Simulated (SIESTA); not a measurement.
Crystal: MnAs.

```
As Mn
1.0
     3.71000    0.00000    0.00000
    -1.85500    3.21295    0.00000
     0.00000    0.00000    5.69100
As Mn
2 2
Direct
  0.66667 0.33333 0.75000
  0.33333 0.66667 0.25000
  0.00000 0.00000 0.50000
  0.00000 0.00000 0.00000
```

| Item | Value |
| --- | --- |
| Program | SIESTA 5.4.2 |
| Task | single point |
| Functional | PBEsol |
| Potentials or basis | PseudoDojo 0.4 standard (PBEsol files) |
| Basis | DZP (energy shift 0.003 Ry; two zetas on semicore shells) |
| Grid cutoff | 800 Ry |
| Energy shift | 0.003 Ry |
| k mesh | 8 × 8 × 5 |
| Occupations | fermi-dirac, width 0.05 eV |
| Spin | collinear spin, ferromagnetic start |
| Starting moments | [0.0, 0.0, 4.0, 4.0] μB |

On this cell: pressure -6.3 GPa; largest force under 0.003 eV/Å; net moment 6.37 μB per cell; site moments As -0.28; Mn +3.47 μB; band gap on the k mesh none (metal or under the smearing width).

The same run follows on a disturbed copy (atoms moved at random, drawn with an rms of 0.05 Å):

```xyz
4
Lattice="3.7100 0.0000 0.0000 -1.8550 3.2130 0.0000 0.0000 0.0000 5.6910" Properties=species:S:1:pos:R:3 pbc="T T T"
As    1.8088    1.0488    4.2931
As   -0.0087    2.1457    1.3556
Mn   -0.0109   -0.0135    2.8441
Mn    0.0113    0.0162   -0.0213
```

Problem. What does the disturbed cell give?

Solution. The energy (extrapolated to zero smearing) moves by +6.8 meV/atom; pressure -6.2 GPa; largest force 0.478 eV/Å; net moment 6.37 μB per cell; site moments As -0.28; Mn +3.56, +3.37 μB; band gap on the k mesh none (metal or under the smearing width).

Forces in eV/Å, atoms in the order of the input:
```
As   0.361  0.197 -0.243
As   0.038 -0.015  0.311
Mn  -0.112  0.000 -0.147
Mn  -0.287 -0.182  0.080
```

Stress tensor (GPa, compression positive):
```
-4.89  0.47 -0.15
 0.47 -5.51 -0.11
-0.15 -0.11 -8.10
```

Caveats: short orbitals over semicore shells can move pressures by several GPa; the basis of atomic orbitals isn't converged, which shifts pressures, moduli and gaps; only a ferromagnetic start was run, and an antiferromagnetic order may lie lower in energy.
